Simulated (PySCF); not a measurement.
# C6H8F2: the cost of one run

Programs: PySCF 2.14.0, with routines of our own; each step states its level. All values are computed. Atoms count from 0.

## (1) The system as given

16 atoms, charge 0, multiplicity 1; geometry from: GFN2-xTB.

## (2) Magnetic properties: GIAO PBE/pcSseg-1

What the job is given:

```
{"job": {"kind": "mag", "xc": "PBE", "basis": "pcSseg-1", "isotopologues": 2}, "charge": 0, "multiplicity": 1}
F     -1.774171    -0.481900     1.910191
C     -1.450971    -0.699617     0.616281
F     -1.702943    -1.997111     0.335209
C     -1.716391     0.353061    -0.405527
C     -0.300671    -0.000490    -0.007715
C      0.774101    -0.632285    -0.876984
C      1.828231     0.206183    -0.129705
C      0.717407     0.880797     0.697436
H     -2.130485     1.286537    -0.055609
H     -2.074335     0.029137    -1.371100
H      0.675149    -0.396140    -1.934866
H      0.867661    -1.710524    -0.763281
H      2.520401    -0.384986     0.464056
H      2.393668     0.885926    -0.761657
H      0.587770     1.943180     0.498492
H      0.777979     0.727176     1.773367
```

Method: GIAO PBE/pcSseg-1 magnetisability, rotational g tensor and spin-rotation constants, non-relativistic, gas phase.

Launch:

```console
$ OMP_NUM_THREADS=1 python excited_run.py task.json out
```

This one command runs all jobs of the session in turn.

**Question.** How long does this job take on 1 thread of Arm Neoverse V1, shared host, and how much memory does it need?

About 48 s, with a peak of 0.61 GiB.
